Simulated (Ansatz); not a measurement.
# NaIr2: the cost of one run

Computed with Ansatz 0.2.0 (DFT PBE, scalar-relativistic, plane waves, PAW, unless a step's input says otherwise).

## Step 1: The starting structure

It takes space group P4_2/nmc (No. 137, tetragonal). Conventional cell: a = 4.132 Å, b = 4.132 Å, c = 5.949 Å, α = 90.00°, β = 90.00°, γ = 90.00°. Na (site symmetry -4m2) is surrounded by 8 Ir at 2.39 to 2.72 Å. Ir (site symmetry 2mm) has 4 Na at 2.39 to 2.72 Å as nearest neighbours.

Structure file:

```xyz
6
Lattice="4.1321 0.0000 0.0000 0.0000 4.1321 0.0000 0.0000 0.0000 5.9486" Properties=species:S:1:pos:R:3 pbc="T T T"
Na    0.0000    0.0000    0.0000
Na    2.0660    2.0660    2.9743
Ir    0.0000    2.0660    1.2076
Ir    0.0000    2.0660    4.1819
Ir    2.0660    0.0000    1.7667
Ir    2.0660    0.0000    4.7410
```

This is candidate A: tetragonal zirconia type (P4_2/nmc, No. 137).

(A quick probe on a coarse mesh, which set the mesh and smearing, is not shown.)

## Step 3: Coarse relaxation (candidate A)

Contents of input.yaml:

```yaml
crystal:
  lattice:
    - [4.1320738899, 0.0, 0.0]
    - [0.0, 4.1320738899, 0.0]
    - [0.0, 0.0, 5.9485961258]
  atoms:
    - { symbol: Na, position: [0.0, 0.0, 0.0] }
    - { symbol: Na, position: [0.5, 0.5, 0.5] }
    - { symbol: Ir, position: [0.0, 0.5, 0.203] }
    - { symbol: Ir, position: [0.0, 0.5, 0.703] }
    - { symbol: Ir, position: [0.5, 0.0, 0.297] }
    - { symbol: Ir, position: [0.5, 0.0, 0.797] }
basis:
  ecutwfc: 420
kpoints:
  mp_grid: { grid: [4, 4, 4] }
hamiltonian:
  xc: pbe
scf:
  occupations: { method: gaussian, width: 0.1 }
  lower_state_search: "off"
output:
  forces: true
  stress: true
  eigenvalues: true
relax:
  adjacent_minimum: "off"
  f_tol: 0.04
  max_steps: 70
  cell: { stress_tol: 0.4 }
```

Launch:

```bash
$ ansatz run input.yaml --threads 1 --pin off --max-ram 2560MiB --backend cpu --events-out ev --progress --plain --runs-dir out
```

**Question.** How long does this run take on 1 thread of Intel Xeon 6975P-C (Granite Rapids), shared host, and how much memory does it need?

About 1.8 min, with a peak of 0.47 GiB.
